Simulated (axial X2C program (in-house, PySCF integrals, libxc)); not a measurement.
**FZrF⁻: bond lengths and stretches, held linear**

Aim: the two bond lengths and stretching wavenumbers of linear FZrF⁻, with and without spin–orbit coupling, at PBE0, HF, TPSSh, MP2.

Method: all-electron X2C, two-component (2c) or spin-free, F dyall-av3z, Zr dyall-v3z; program: an in-house X2C program for linear molecules on PySCF integrals.

All values are calculated.

2 further runs of the same task are left out: 2 set aside as unsound or not needed.

## (1) Set-up

File task.json:

```json
{"zs": [9, 40, 9], "q": -1, "bas": ["dyall-av3z", "dyall-v3z", "dyall-av3z"], "r0": [2.18, 2.18], "symm": 1, "scan": ["PBE0", "HF", "TPSSh"], "levels": ["PBE0", "HF", "r2SCAN"], "nst": 2}
```

Keys: zs atomic numbers; q charge; bas basis sets; r0 starting distance in Å; symm equal bonds; scan levels of the two-bond scan (MP2 follows by itself at each HF point); levels methods; nst determinants followed.

Launch:

```bash
python solin.py task.json out
```

Masses F 18.998, Zr 89.905, F 18.998 u.

## (2) Scan at PBE0, 2c

State: Ω = 3/2 (beyond evenly filled blocks: ω = 3/2). Energies above the lowest point, from the job's result record:

```csv
r(F–Zr) (Å),r(Zr–F) (Å),E (meV)
1.9539,1.9539,0.00
1.9539,2.0040,12.08
1.9539,2.0541,62.70
2.0040,1.9539,12.08
2.0040,2.0040,30.71
2.0040,2.0541,87.22
2.0040,2.1042,172.36
2.0541,1.9539,62.70
2.0541,2.0040,87.22
2.0541,2.0541,149.00
2.1042,2.0040,172.36
2.1042,2.1042,333.04
```

A quadratic surface with cubic terms in each bond gives the minimum at 1.962 and 1.962 Å, force constants 2.87, 2.87 and coupling 0.34 mdyn/Å.

## (3) Scan at HF, 2c

State: Ω = 3/2 (beyond evenly filled blocks: ω = 3/2). Energies above the lowest point, from the job's result record:

```csv
r(F–Zr) (Å),r(Zr–F) (Å),E (meV)
1.9539,1.9539,4.37
1.9539,2.0040,0.00
1.9539,2.0541,37.76
2.0040,1.9539,0.00
2.0040,2.0040,1.95
2.0040,2.0541,45.33
2.0040,2.1042,120.46
2.0541,1.9539,37.76
2.0541,2.0040,45.33
2.0541,2.0541,93.71
2.1042,2.0040,120.46
2.1042,2.1042,256.80
```

A quadratic surface with cubic terms in each bond gives the minimum at 1.979 and 1.979 Å, force constants 2.92, 2.92 and coupling 0.32 mdyn/Å.

## (4) Scan at TPSSh, 2c

State: Ω = 3/2 (beyond evenly filled blocks: ω = 3/2). Energies above the lowest point, from the job's result record:

```csv
r(F–Zr) (Å),r(Zr–F) (Å),E (meV)
1.9539,1.9539,0.00
1.9539,2.0040,5.62
1.9539,2.0541,50.82
2.0040,1.9539,5.62
2.0040,2.0040,17.66
2.0040,2.0541,68.59
2.0040,2.1042,149.00
2.0541,1.9539,50.82
2.0541,2.0040,68.59
2.0541,2.0541,124.67
2.1042,2.0040,149.00
2.1042,2.1042,298.87
```

A quadratic surface with cubic terms in each bond gives the minimum at 1.969 and 1.969 Å, force constants 2.87, 2.87 and coupling 0.33 mdyn/Å.

## (5) Comparison

| level | r(F–Zr) (Å) | r(Zr–F) (Å) | lower stretch (cm⁻¹) | upper stretch (cm⁻¹) |
| --- | --- | --- | --- | --- |
| PBE0, 2c | 1.962 | 1.962 | 535.5 | 567.5 |
| HF, 2c | 1.979 | 1.979 | 537.8 | 574.6 |
| TPSSh, 2c | 1.969 | 1.969 | 534.6 | 568.2 |
| MP2, 2c | 1.975 | 1.975 | 537.5 | 560.3 |
| PBE0, spin-free | 1.962 | 1.962 | 535.7 | 567.8 |
| HF, spin-free | 1.979 | 1.979 | 538.2 | 575.1 |
| TPSSh, spin-free | 1.969 | 1.969 | 534.8 | 568.5 |
| MP2, spin-free | 1.975 | 1.975 | 537.7 | 560.5 |

Scans not shown above were run alike.

What this shows: Over the levels the F–Zr bond spans 1.962 to 1.979 Å and the Zr–F bond 1.962 to 1.979 Å. At PBE0 spin–orbit coupling leaves both bonds unchanged to 0.001 Å. Each state is one determinant, the lowest of a limited PBE0 search; the stretches come from a fit to few points and are good to some per cent at best. The stretches are sorted by size, and where the two bonds are alike the symmetric and antisymmetric modes can swap order between levels. MP2 freezes inner shells (threshold -2 hartree). For an anion the highest level of a functional can be positive, and the basis then holds the extra electron. The molecule was held linear; bending was not examined, so a bent shape may lie lower. Note: functional without a current term on a determinant with orbital currents, of the molecule or an atom.
